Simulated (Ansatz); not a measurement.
# GeH7NOSi: the cost of one run

Program: Ansatz 0.2.0. Level of theory: RKS r2SCAN/def2-SVP. These are calculated values, not measurements.

## (1) The structure to begin with

Bond lengths: N1–Si2 1.721 Å, Si2–O3 1.723 Å, O3–Ge4 1.873 Å, N1–H5 1.075 Å, N1–H6 1.088 Å, Si2–H7 1.499 Å, Si2–H8 1.443 Å, Ge4–H9 1.486 Å, Ge4–H10 1.506 Å, Ge4–H11 1.596 Å. Angles (14 of 16 angles, heavy atoms first): N1–Si2–O3 108.7°, Si2–O3–Ge4 104.2°, N1–Si2–H7 109.4°, N1–Si2–H8 110.0°, O3–Si2–H7 110.4°, O3–Si2–H8 110.1°, Si2–N1–H5 109.6°, Si2–N1–H6 110.1°, O3–Ge4–H9 107.5°, O3–Ge4–H10 110.8°, O3–Ge4–H11 105.5°, H7–Si2–H8 108.3°, H5–N1–H6 103.0°, H9–Ge4–H10 113.1°.

Coordinates:

```xyz
11

N    -1.8435    1.4578    0.5485
Si   -0.4800    0.4100    0.6228
O    -0.0661   -0.0701   -0.9792
Ge    1.4559   -1.1397   -0.7604
H    -2.6430    0.9716    0.0199
H    -1.6203    2.3165   -0.0811
H     0.6666    1.1315    1.2654
H    -0.7915   -0.7494    1.4232
H     1.8598   -1.6244   -2.1062
H     2.5462   -0.3787   -0.0538
H     0.9812   -2.3822    0.1216
```

## (2) Relaxing end A

input.yaml

```yaml
crystal:
  periodic: [false, false, false]
  atoms:
    - { symbol: "N", position_ang: [-1.8435, 1.4578, 0.5485] }
    - { symbol: Si, position_ang: [-0.48, 0.41, 0.6228] }
    - { symbol: O, position_ang: [-0.0661, -0.0701, -0.9792] }
    - { symbol: Ge, position_ang: [1.4559, -1.1397, -0.7604] }
    - { symbol: H, position_ang: [-2.643, 0.9716, 0.0199] }
    - { symbol: H, position_ang: [-1.6203, 2.3165, -0.0811] }
    - { symbol: H, position_ang: [0.6666, 1.1315, 1.2654] }
    - { symbol: H, position_ang: [-0.7915, -0.7494, 1.4232] }
    - { symbol: H, position_ang: [1.8598, -1.6244, -2.1062] }
    - { symbol: H, position_ang: [2.5462, -0.3787, -0.0538] }
    - { symbol: H, position_ang: [0.9812, -2.3822, 0.1216] }
basis:
  gaussian: { orbitals: def2-SVP }
hamiltonian:
  xc: r2scan
relax:
  f_tol: 0.015
  max_steps: 40
output:
  orbitals: {}
```

Started as:

```bash
$ ansatz run input.yaml --threads 2 --pin off --max-ram 3072MiB --backend cpu --events-out ev --progress --plain --runs-dir out
```

What time and memory should one allow on 2 threads of Arm Neoverse V1, shared host?

About 36 s, with a peak of 0.18 GiB.
